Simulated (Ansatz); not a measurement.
# InP: the cost of one run

Program: Ansatz 0.2.0. Level of theory: DFT LDA, scalar-relativistic, plane waves, PAW. These are calculated values, not measurements.

The COD entry's cell or inner coordinates are ideal or old and differ from later refinements, so a difference from it is no clean test against experiment.

1 further run of the same task is left out (set aside as unsound or not needed).

### 1 Starting point

The structure is cubic, space group F-43m (No. 216). Conventional cell: a = 5.827 Å, b = 5.827 Å, c = 5.827 Å, α = 90.00°, β = 90.00°, γ = 90.00°. In (site symmetry -43m) is surrounded by 4 P at 2.52 Å. P (site symmetry -43m) is surrounded by 4 In at 2.52 Å.

Structure file:

```cif
data_structure
_symmetry_space_group_name_H-M 'F-43m'
_symmetry_Int_Tables_number 216
_cell_length_a 5.8271
_cell_length_b 5.8271
_cell_length_c 5.8271
_cell_angle_alpha 90.000
_cell_angle_beta 90.000
_cell_angle_gamma 90.000
_cell_volume 197.86
loop_
_atom_site_label
_atom_site_type_symbol
_atom_site_symmetry_multiplicity
_atom_site_Wyckoff_symbol
_atom_site_fract_x
_atom_site_fract_y
_atom_site_fract_z
_atom_site_occupancy
In1 In 4 a 0.00000 0.00000 0.00000 1
P1 P 4 d 0.25000 0.25000 0.75000 1
```

This cell was relaxed beforehand with the same method: volume 24.73 Å³/atom, gap on the mesh 0.58 eV.

### 2 Band edges and mean potential of the bulk

input.yaml

```yaml
crystal:
  lattice:
    - [0.0, 2.9135471869, 2.9135471869]
    - [2.9135471869, 0.0, 2.9135471869]
    - [2.9135471869, 2.9135471869, 0.0]
  atoms:
    - { symbol: In, position: [0.0, 0.0, 0.0] }
    - { symbol: P, position: [0.25, 0.25, 0.25] }
basis:
  ecutwfc: 420
kpoints:
  mp_grid: { grid: [10, 10, 10] }
  band_path: { path: [VBM, CBM], npoints: 2 }
hamiltonian:
  xc: lda
scf:
  occupations: { method: gaussian, width: 0.02 }
output:
  forces: true
  stress: true
  eigenvalues: true
```

The run is started by

```bash
$ ansatz run input.yaml --threads 1 --pin off --max-ram 2560MiB --backend cpu --events-out ev --progress --plain --runs-dir out
```

What time and memory should one allow on 1 thread of AMD EPYC (Zen 3), shared host?

About 10 s, with a peak of 0.35 GiB.
